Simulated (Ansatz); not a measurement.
This script makes cell relaxations under several functionals of LiPb, space group R-3m with Ansatz 0.2.0 through its Python package.

`lipb.py`
```python
"""Relaxed cell of LiPb under several functionals."""

import warnings

import ansatz as az
import numpy as np

def edges_and_angles(cell):
    cell = np.asarray(cell)
    a, b, c = np.linalg.norm(cell, axis=1)
    cosines = cell[1] @ cell[2] / (b * c), cell[0] @ cell[2] / (a * c), cell[0] @ cell[1] / (a * b)
    return (a, b, c, *np.degrees(np.arccos(cosines)))

warnings.simplefilter("ignore", az.DeckWarning)

crystal = (
    az.Lattice.of((2.4935, 1.43962, 2.06267), (-2.4935, 1.43962, 2.06267), (0.0, -2.87925, 2.06267))
    .atom("Li", (0.5, 0.5, 0.5))
    .atom("Pb", (0.0, 0.0, 0.0))
)

calc = crystal.calculation()
calc = calc.basis(31 * az.Ry)
calc = calc.kpoints(9, 9, 9)
calc = calc.occupations("Fermi-Dirac")
calc = calc.scf(tolerance=1e-10)
calc = calc.relax(cell=True, force_tolerance=0.05)

levels = [("pbesol", "d3bj"), ("lda", "none"), ("pbesol", "none")]
print("level            a       b       c    alpha   beta  gamma  V/atom  steps")
for name, dispersion in levels:
    seen = []
    run = calc.functional(name, dispersion=dispersion).session().plan()
    res = run.execute(on_event=lambda e: seen.append(e) if e["event"] == "relax_step" else None)
    cell = res.lattice.cell_ang
    label = name if dispersion == "none" else f"{name}+{dispersion}"
    print("{:13s} {:7.4f} {:7.4f} {:7.4f} {:6.2f} {:6.2f} {:6.2f}".format(label, *edges_and_angles(cell)), f"{abs(np.linalg.det(cell)) / len(res.lattice.sites):7.3f} {len(seen):5d}")
```

Rank the levels of theory by the volume of the relaxed cell.

From smallest to largest: PBEsol+D3BJ (20.17 Å³ an atom, -9.2 % against the start), LDA (20.68 Å³ an atom, -6.9 % against the start) and PBEsol (21.64 Å³ an atom, -2.6 % against the start). The spread is 7.3 % in volume.

What the script printed:

```console
$ python lipb.py
level            a       b       c    alpha   beta  gamma  V/atom  steps
pbesol+d3bj    3.4298  3.4298  3.4298  89.95  89.95  89.95  20.173     6
lda            3.4585  3.4585  3.4585  89.97  89.97  89.97  20.684     6
pbesol         3.5111  3.5111  3.5111  89.99  89.99  89.99  21.643     6
```

Reading the output:
- Forces vanish by symmetry, so the ions can't move, and the end may be a saddle.
- Dispersion corrections can be off by several per cent in the lattices of metals, and by several GPa in the pressure at a fixed cell.
- Edges and angles are those of the cell as typed, here a primitive one, not of the conventional cell.
- The cell relaxed to the group Pm-3m; tensors and edges are in the axes of the typed cell.
- Spin-orbit coupling, which matters for elements this heavy, is left out.
- The structure is a deposited one; some such entries were measured under pressure or heat, so a shift against it needn't be the functional's error alone.
- The whole script took 27 s on 1 thread of Intel(R) Xeon(R) Processor @ 2.30GHz, with other jobs on the host, peak memory 0.57 GiB.
